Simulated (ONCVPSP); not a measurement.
# Pseudopotential generation for germanium: ONCV, LDA (Perdew-Wang 92)

Task: generate the file, and judge it by its errors in other configurations, its logarithmic derivatives, its ghosts and its cutoff.

Method: ONCVPSP 4.0.1.1 (patched build), LDA (Perdew-Wang 92), scalar-relativistic.

### Step 1. Starting point

The settings as typed:

```json
{"element": "germanium (Ge, Z = 32)", "type": "optimised norm-conserving Vanderbilt (ONCV)", "frozen core": "[Ar] 3d10", "valence charge": "4", "reference configuration": "4s2 4p2", "partial waves": "4s: rc 1.50 bohr, ncon 5, nbas 8, qcut 5.5 1/bohr, 3 projectors, debl 0.7 Ha; 4p: rc 2.00 bohr, ncon 4, nbas 7, qcut 4 1/bohr, 2 projectors, debl 1.5 Ha; d scattering state at 0.27 Ha: rc 1.80 bohr, ncon 5, nbas 10, qcut 5.4 1/bohr, 2 projectors, debl 1.9 Ha", "local potential": "polynomial inside 1.50 bohr (lpopt 5, dvloc0 0 Ha)", "core correction": "Teter function, fcfact 4.25, rcfact 1.4"}
```

An earlier all-electron run gives the scale for the radii.

All-electron outer shells of the reference configuration (LDA (PZ), scalar-relativistic, ld1.x):

| shell | level (eV) | outermost node (bohr) | outermost maximum (bohr) |
| --- | --- | --- | --- |
| 3p | -115.38 | 0.23 | 0.54 |
| 3d | -29.55 | – | 0.50 |
| 4s | -11.95 | 0.77 | 1.73 |
| 4p | -4.05 | 0.82 | 2.19 |

### Step 2. Generating the potential

Ge.dat

```
# ATOM AND REFERENCE CONFIGURATION
# atsym  z   nc   nv     iexc    psfile
  Ge 32.00    6    2  -001012      upf
#
#   n    l    f
    1    0    2.00
    2    0    2.00
    2    1    6.00
    3    0    2.00
    3    1    6.00
    3    2   10.00
    4    0    2.00
    4    1    2.00
#
# PSEUDOPOTENTIAL AND OPTIMIZATION
# lmax
    2
#
#   l,   rc,      ep,       ncon, nbas, qcut
    0    1.50    0.00    5    8    5.50
    1    2.00    0.00    4    7    4.00
    2    1.80    0.27    5   10    5.40
#
# LOCAL POTENTIAL
# lloc, lpopt,  rc(5),   dvloc0
    4    5    1.50    0.00
#
# VANDERBILT-KLEINMAN-BYLANDER PROJECTORs
# l, nproj, debl
    0    3    0.70
    1    2    1.50
    2    2    1.90
#
# MODEL CORE CHARGE
# icmod, fcfact, rcfact
    3    4.25    1.40
#
# LOG DERIVATIVE ANALYSIS
# epsh1, epsh2, depsh
   -2.00    5.00    0.02
#
# OUTPUT GRID
# rlmax, drl
    6.00    0.01
#
# TEST CONFIGURATIONS
# ncnf
    4
# nvcnf
#   n    l    f
    2
    4    0    2.00
    4    1    1.00
#
    2
    4    0    2.00
    4    1    0.00
#
    2
    4    0    1.00
    4    1    0.00
#
    2
    4    0    0.00
    4    1    4.00
#
```

Started as:

```bash
$ oncvpsp.x < Ge.dat > Ge.out
```

**Question.** What will these runs give? Wanted: cutoffs for 1 and 0.1 mHa per electron, occupied waves; bound ghosts; GHOST(+) flags; largest test error; largest phase difference near zero energy, channels read; rms error of d²Exc/dn², without and with the model core.

**Answer**, as computed:

| quantity | value |
| --- | --- |
| cutoffs for 1 and 0.1 mHa per electron, occupied waves | 51 Ha and 71 Ha |
| bound ghosts | s at -172.59 eV, d at -10.00 eV |
| GHOST(+) flags | s at 69 eV |
| largest test error (AE − PS) | -258 meV, for 4s1 4p0 |
| largest phase difference near zero energy, channels read | 0.658 rad |
| rms error of d²Exc/dn², without and with the model core | 8.02 and 1.18 mHa |

What this shows: A bound ghost (s, d) makes it unfit for use: electrons can fall into a state that the atom doesn't have. Close by lies the frozen 3s level (-167.7 eV). The worst unpolarised test, 4s1 4p0, is off by 258 meV on 58.6 eV; by total energies transferability rates as poor. That test lies far up in energy; among those under 40 eV, nearer to bonding, the largest error is 51 meV. By its cutoff, 51 Ha for the looser tolerance, it is hard. At the looser tolerance the 4s wave is the slowest; 4p needs 6 Ha. That counts occupied waves only; other projectors can need more. Near zero energy the largest phase difference among the channels read is 0.66 rad, in the d channel (at the energies tabulated). The program also flags highly localised states, GHOST(+) (s). These are tests on the free atom; a crystal test is still owed.
